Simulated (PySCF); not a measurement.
# C2H6Se (SeMe2): the cost of one run

Computed with PySCF 2.14.0 and routines of our own; the level stands in each step. Atoms count from 0.

## 1. The system as given

9 atoms, charge 0, multiplicity 1; geometry from: GFN2-xTB.

## 2. NMR shieldings: PBE/pcSseg-1 Se:us-x2c-TZVPall-2c, spin–orbit

What the job is given:

```
{"job": {"xc": "PBE", "basis": {"default": "pcSseg-1", "Se": "us-x2c-TZVPall-2c"}, "rel": "so", "kind": "hnmr"}, "charge": 0, "multiplicity": 1}
Se    -0.000170    -0.000900    -1.301860
C      1.460270    -0.014980    -0.006060
H      1.395910    -0.918220     0.596060
H      1.389050     0.869340     0.623050
H      2.394000    -0.003240    -0.560630
C     -1.460380     0.015350    -0.006030
H     -1.399280     0.920840     0.593370
H     -1.386750    -0.867120     0.625100
H     -2.392660    -0.001060    -0.563000
```

With the program's defaults for keys left out, this is: PBE/pcSseg-1 Se:us-x2c-TZVPall-2c GIAO NMR shielding, X2C with spin-orbit coupling, screened-nuclear two-electron part, Gaussian nuclei, gas phase.

Command:

```console
OMP_NUM_THREADS=1 python heavy_run.py task.json out
```

This one command runs all jobs of the session in turn.

Q: Estimate the wall time and peak memory of this first job on 1 thread of Arm Neoverse V2, shared host.

About 19 s, with a peak of 0.66 GiB.
